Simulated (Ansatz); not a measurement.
# CH4FGa: vertical ionisation energy

One table from this session's results is given with a row withheld; the runs are named, their logs left out.

Method: unrestricted cation, the program's frozen cores in correlated methods; program: Ansatz 0.2.0, Gaussian basis.

Plan: UKS PBE-D4/def2-TZVPP; UKS r2SCAN-D4/def2-TZVPP; UKS PBE0-D4/def2-TZVPP; UKS B3LYP-D4/def2-TZVPP; UKS wB97X-V/def2-TZVPP; UKS wB97M-V/def2-TZVPP; UKS B2PLYP/def2-TZVPP; UHF-CCSD(T)/def2-TZVPP; UHF-MP2/def2-QZVPP; extrapolation to the limit; then −ε(HOMO) from the neutral's earlier runs with LDA (SPW92), PBE-D4, revPBE-D4, BLYP-D4, r2SCAN-D4, B97M-V, PBE0-D4, B3LYP-D4, r2SCANh-D4, r2SCAN0-D4, HSE06-D4, BHLYP-D4, CAM-B3LYP-D4, LC-ωPBE, ωB97X-V, ωB97M-V.

## Structure used throughout

An earlier PBE0-D4 in a triple-zeta def2 set relaxation fixed the geometry.

SMILES `[CH3][GaH][F]`, 7 atoms, charge 0, spin multiplicity 1.

Atoms are counted from 1 here; the program's logs count them from 0.

Bond lengths: C1–Ga2 1.950 Å, C1–H4 1.094 Å, C1–H5 1.091 Å, C1–H6 1.091 Å, Ga2–F3 1.767 Å, Ga2–H7 1.559 Å. Angles: Ga2–C1–H4 109.4°, Ga2–C1–H5 110.1°, Ga2–C1–H6 111.7°, H4–C1–H5 108.0°, H4–C1–H6 107.9°, H5–C1–H6 109.6°, C1–Ga2–F3 114.1°, C1–Ga2–H7 133.5°, F3–Ga2–H7 112.5°.

Set-up of the first run:

in.yaml reads:

```yaml
crystal:
  periodic: [false, false, false]
  atoms:
    - {symbol: C, position_ang: [-0.636352, 0.652926, -0.190837]}
    - {symbol: Ga, position_ang: [0.635112, -0.796502, 0.098746]}
    - {symbol: F, position_ang: [1.908900, -0.415730, 1.262155]}
    - {symbol: H, position_ang: [-1.465159, 0.554978, 0.515738]}
    - {symbol: H, position_ang: [-0.154143, 1.614915, -0.013517]}
    - {symbol: H, position_ang: [-1.050805, 0.631105, -1.199709]}
    - {symbol: H, position_ang: [0.762448, -2.241684, -0.472576]}
basis:
  gaussian: {orbitals: def2-TZVPP}
total_charge: 1
magnetization: {spin_polarized: true, initial_magnetization: 1}
hamiltonian: {xc: pbe, dispersion: d4}
```

Among the steps run: Cation, UKS PBE-D4/def2-TZVPP; Cation, UKS r2SCAN-D4/def2-TZVPP; Cation, UKS PBE0-D4/def2-TZVPP; Cation, UKS B3LYP-D4/def2-TZVPP; Cation, UKS wB97X-V/def2-TZVPP; Cation, UKS wB97M-V/def2-TZVPP; Cation, UKS B2PLYP (frozen core)/def2-TZVPP; Cation, UHF-CCSD(T)/def2-TZVPP; Cation, UHF-MP2/def2-QZVPP.

One table of the session follows, with a row left open; its other results are not shown here.

For comparison, −ε(HOMO) of the neutral from earlier runs:

```
  functional  −ε(HOMO) (eV)
 LDA (SPW92)           7.23
      PBE-D4           7.08
   revPBE-D4           7.03
     BLYP-D4           6.99
   r2SCAN-D4           7.40
      B97M-V           7.48
     PBE0-D4           8.44
    B3LYP-D4           8.22
  r2SCANh-D4           7.90
  r2SCAN0-D4           8.64
    HSE06-D4           8.03
    BHLYP-D4           9.66
CAM-B3LYP-D4           9.82
     LC-ωPBE              ?
     ωB97X-V          10.80
     ωB97M-V          10.66
```

Estimate the missing values for LC-ωPBE.

As computed: −ε(HOMO) (eV): 11.17. In the column «−ε(HOMO) (eV)» it is the highest.
